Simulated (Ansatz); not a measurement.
# TiAl: a tetragonal deformation path

One table from this session's results is given with a row withheld; the runs are named, their logs left out.

Program: Ansatz 0.2.0. Level of theory: DFT PBEsol, scalar-relativistic, plane waves, PAW. These are calculated values, not measurements.

### The system as given

The structure is tetragonal, space group P4/mmm (No. 123). The conventional cell has a = 2.837 Å, b = 2.837 Å, c = 4.059 Å, α = 90.00°, β = 90.00°, γ = 90.00°. Ti (site symmetry 4/mmm) has 4 Ti at 2.84 Å and 8 Al at 2.85 Å as nearest neighbours. Around Al (site symmetry 4/mmm) lie 4 Al at 2.84 Å and 8 Ti at 2.85 Å.

As a file:

```
CELL_PARAMETERS angstrom
2.83730 0.00000 0.00000
0.00000 2.83730 0.00000
0.00000 0.00000 4.05910
ATOMIC_POSITIONS crystal
Ti 0.00000 0.00000 0.00000
Al 0.50000 0.50000 0.50000
```

The cell is taken as given, not relaxed at this level.

The first run:

Input file input.yaml:

```yaml
crystal:
  lattice:
    - [2.8373, 0.0, 0.0]
    - [0.0, 2.8373, 0.0]
    - [0.0, 0.0, 4.0591]
  atoms:
    - { symbol: Ti, position: [0.0, 0.0, 0.0] }
    - { symbol: Al, position: [0.5, 0.5, 0.5] }
basis:
  ecutwfc: 420
kpoints:
  mp_grid: { grid: [18, 18, 14] }
hamiltonian:
  xc: pbesol
scf:
  occupations: { method: gaussian, width: 0.15 }
output:
  forces: true
  stress: true
  eigenvalues: true
  write_density: true
  write_potential: true
  elf: true
  volumetric_format: npy
```

On the command line:

```sh
$ ansatz run input.yaml --threads 1 --pin off --max-ram 2560MiB --backend cpu --events-out ev --progress --plain --runs-dir out
```

Steps of the session up to this table: The reference: the undisturbed cell on the scan's mesh; Point ρ = 0.850; Point ρ = 1.200; Point ρ = 0.920; Point ρ = 1.100; Point ρ = 0.960; At ρ = 1.050; ρ = 0.800; ρ = 1.300.

One table of the session follows, with a row left open; its other results are not shown here.

Collected from the runs (energy zero: the undisturbed cell):

| ρ | ΔE (meV/atom) | pressure (GPa) |
| --- | --- | --- |
| 0.800 | 95.8 | -4.1 |
| 0.850 | 59.1 | -4.1 |
| 0.920 | 19.4 | -4.1 |
| 0.960 | 6.3 | -4.0 |
| 1.000 | 0.0 | -3.9 |
| 1.050 | ? | ? |
| 1.100 | 21.4 | -3.9 |
| 1.200 | 93.9 | -3.4 |
| 1.300 | 222.0 | -1.9 |

Q: Estimate the row for ρ = 1.050 from the others.

Worked estimate for «ΔE (meV/atom)». A straight line through the neighbours (1.000, 0.0) and (1.100, 21.4) gives 0.0 + (21.4 − 0.0) × (1.050 − 1.000) / (1.100 − 1.000) = 10.7; a parabola fitted to 4 rows on both sides gives 4.3.

**Answer.** ΔE (meV/atom): 4.0; pressure (GPa): -3.9. In «ΔE (meV/atom)» the line misses by +6.7 and the parabola by +0.3.
